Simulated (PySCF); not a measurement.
**Tm(SH)3: other functionals and bases at one geometry**

One table from this session's results is given with a row withheld; the runs are named, their logs left out.

The runs use PySCF 2.14.0; several levels, as the steps say, no spin–orbit coupling.

1 further run of the same task is left out (for a known fault of the program).

**Where the work starts**

7 atoms, charge 0, spin multiplicity 1.

Bond lengths: Tm1–S2 2.543 Å, Tm1–S4 2.543 Å, Tm1–S6 2.543 Å, S2–H3 1.355 Å, S4–H5 1.355 Å, S6–H7 1.355 Å. Angles: S2–Tm1–S4 120.0°, S2–Tm1–S6 120.0°, S4–Tm1–S6 120.0°, Tm1–S2–H3 93.8°, Tm1–S4–H5 93.8°, Tm1–S6–H7 93.8°.

As a file:

```mol
H3S3Tm
  3D, bonds by distance, orders not assigned

  7  6  0  0  0  0  0  0  0  0999 V2000
    0.0000    0.0000    0.8554 Tm  0  0
    2.5065   -0.4276    0.8783 S   0  0
    2.8213    0.8897    0.9311 H   0  0
   -0.8830    2.3845    0.8783 S   0  0
   -2.1812    1.9984    0.9311 H   0  0
   -1.6236   -1.9569    0.8783 S   0  0
   -0.6401   -2.8882    0.9311 H   0  0
  1  2  8  0
  1  4  8  0
  1  6  8  0
  2  3  8  0
  4  5  8  0
  6  7  8  0
M  END
```

Formal oxidation states: Tm +3. Each metal's 12 4f electrons lie in its core potential, so multiplicities, spins and levels count the valence alone. An earlier session relaxed this geometry at PBE0, Tm lcecp-1-SVP with ECP58, S def2-SVP, H def2-SVP (singlet, point group C3).

At PBE0 on the finer grid: E = -1234.562233 Eh, HOMO -7.51 eV, LUMO -2.42 eV, Mulliken charge on Tm1 +0.81 e, largest force component 0.007 eV/Å. 

Levels to run: BLYP; CAM-B3LYP; PBE0, TZVP. Hardware: 2 threads of Intel Xeon Platinum 8488C (Sapphire Rapids), shared host.

Set-up of the first run:

run.py (the lines that set the calculation) reads:

```python
mol = gto.M(atom='''
Tm     0.00000     0.00000     0.85543
S      2.50654    -0.42758     0.87827
H      2.82128     0.88974     0.93111
S     -0.88298     2.38451     0.87827
H     -2.18117     1.99843     0.93111
S     -1.62356    -1.95694     0.87827
H     -0.64011    -2.88817     0.93111''',
    basis={'Tm': 'lcecp-1-SVP', 'S': 'def2-SVP', 'H': 'def2-SVP'},
    ecp={'Tm': 'lcecp-1-SVP'},
    charge=0, spin=0)
mf = dft.RKS(mol, xc='BLYP')
mf.grids.atom_grid = (75, 302)  # f atoms: unpruned, at least (60, 302)
mf = mf.density_fit()  # fitting sets: Tm AutoAux, S def2-universal-JKFIT, H def2-universal-JKFIT
mf.conv_tol = 1e-08; mf.max_cycle = 55
mf.kernel(dm0)  # dm0: the density of the relaxed state
```

The run is started by

```
> OMP_NUM_THREADS=2 python run.py
```

Steps of the session up to this table: BLYP; CAM-B3LYP; PBE0, TZVP.

One table of the session follows, with a row left open; its other results are not shown here.

```
              level  HOMO (eV)  gap (eV)  charge on Tm1 (e)  dipole (D)  largest force component (eV/Å)
PBE0 (relaxed here)      -7.51      5.09               0.81        0.04                            0.01
               BLYP          ?         ?                  ?           ?                               ?
          CAM-B3LYP      -8.76      7.14               0.75        0.05                            0.07
         PBE0, TZVP      -7.58      5.16               1.24        0.06                            0.22
```

Estimate the missing values for BLYP.

The run gave: HOMO (eV): -6.05; gap (eV): 2.99; charge on Tm1 (e): 0.59; dipole (D): 0.05; largest force component (eV/Å): 0.42. In the column «HOMO (eV)» it is the highest.

In one basis the HOMO–LUMO gap runs from 2.99 eV (BLYP) to 7.14 eV (CAM-B3LYP). The largest leftover force, 0.42 eV/Å with BLYP, stands at a geometry relaxed at another level. With 4f in the core, its levels are missing from HOMO and gap, and its count is fixed, so no charge can pass from the ligands into it. Total energies of different levels can't be compared.
